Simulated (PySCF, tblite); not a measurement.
**C5H9F3N2: geometry, infrared bands and NMR shifts**

Aim: predict the infrared bands and NMR shifts of C5H9F3N2 (`CC(C)/C(=N\N)C(F)(F)F`).

The runs use tblite 0.8.0 and PySCF 2.14.0, with density-fitted response routines of our own; the level of theory stands in each step. All values are computed, except where a source is named. Atoms are numbered from 0 throughout.

**1. The starting structure**

19 atoms, charge 0, multiplicity 1; geometry from: force field or distance geometry start.

Bonds of the start (Å): C0–C1 1.51, C1–C2 1.52, C1–C3 1.54, C3–N4 1.32, N4–N5 1.34, C3–C6 1.53, C6–F7 1.35, C6–F8 1.36, C6–F9 1.37, C0–H10 1.10, C0–H11 1.10, C0–H12 1.10, C1–H13 1.10, C2–H14 1.10, C2–H15 1.08, C2–H16 1.10, N5–H17 1.01, N5–H18 1.02.

**2. Geometry optimisation with GFN2-xTB**

Job settings and geometry (Å):

```
{"job": {"kind": "relax", "xc": "GFN2-xTB", "basis": "xTB"}, "charge": 0, "multiplicity": 1}
C     -1.769600     0.403700     0.462200
C     -0.545800    -0.408400     0.093700
C     -0.620300    -0.941700    -1.323300
C      0.772700     0.369100     0.279400
N      1.890000    -0.179800     0.709300
N      1.955900    -1.500400     0.953500
C      0.769100     1.855200    -0.066200
F      0.190400     2.095300    -1.266200
F      2.015300     2.401900    -0.129200
F      0.068300     2.587800     0.852200
H     -1.939800     1.236400    -0.232700
H     -1.694300     0.818300     1.474500
H     -2.680700    -0.219600     0.445300
H     -0.539300    -1.268200     0.785200
H     -1.520700    -1.557100    -1.453600
H      0.246400    -1.540000    -1.567100
H     -0.684700    -0.117300    -2.049600
H      1.226600    -2.167500     0.725500
H      2.850800    -1.858500     1.299700
```

Run with:

```bash
OMP_NUM_THREADS=1 python probes_run.py task.json out
```

One launch serves the whole session: the jobs run in the order shown.

**Question.** This job is followed by: GFN2-xTB harmonic vibrations, gas phase; GIAO PBE0/pcSseg-1 NMR shielding, non-relativistic, gas phase. What will the session give for the following? strongest single infrared mode (GFN2-xTB); zero-point energy (GFN2-xTB); 13C shifts against TMS (PBE0/pcSseg-1, means over atoms taken as alike); 1H shifts against TMS (PBE0/pcSseg-1, means over atoms taken as alike); 15N shifts against NH3 (PBE0/pcSseg-1); 19F shifts against CFCl3 (PBE0/pcSseg-1, means over atoms taken as alike); surface potential, 1st and 99th percentile.

As calculated:

| quantity | value |
| --- | --- |
| strongest single infrared mode (GFN2-xTB) | 1064 cm⁻¹, 328 km/mol |
| zero-point energy (GFN2-xTB) | 89.8 kcal/mol |
| 13C shifts against TMS (PBE0/pcSseg-1, means over atoms taken as alike) | 136.8, 131.7, 26.7, 20.4 ppm |
| 1H shifts against TMS (PBE0/pcSseg-1, means over atoms taken as alike) | 5.89, 2.39, 1.29 ppm |
| 15N shifts against NH3 (PBE0/pcSseg-1) | 379.5, 123.3 ppm |
| 19F shifts against CFCl3 (PBE0/pcSseg-1, means over atoms taken as alike) | -78.8 ppm |
| surface potential, 1st and 99th percentile | -1.48 V and 2.07 V |

The optimisation took 53 steps and gained 0.244 eV; among the close pairs (by a distance rule), C3–N4 changed most, from 1.317 to 1.274 Å. No mode is imaginary among the 51: a minimum at this level. The strongest single mode, at 1064 cm⁻¹, moves mainly C6. Unscaled tight-binding wavenumbers are off by several per cent, some by more. Its intensities can rank the bands wrongly. At PBE0/pcSseg-1: The largest span, 672 ppm, is at N4, where the paramagnetic term is -432 ppm.
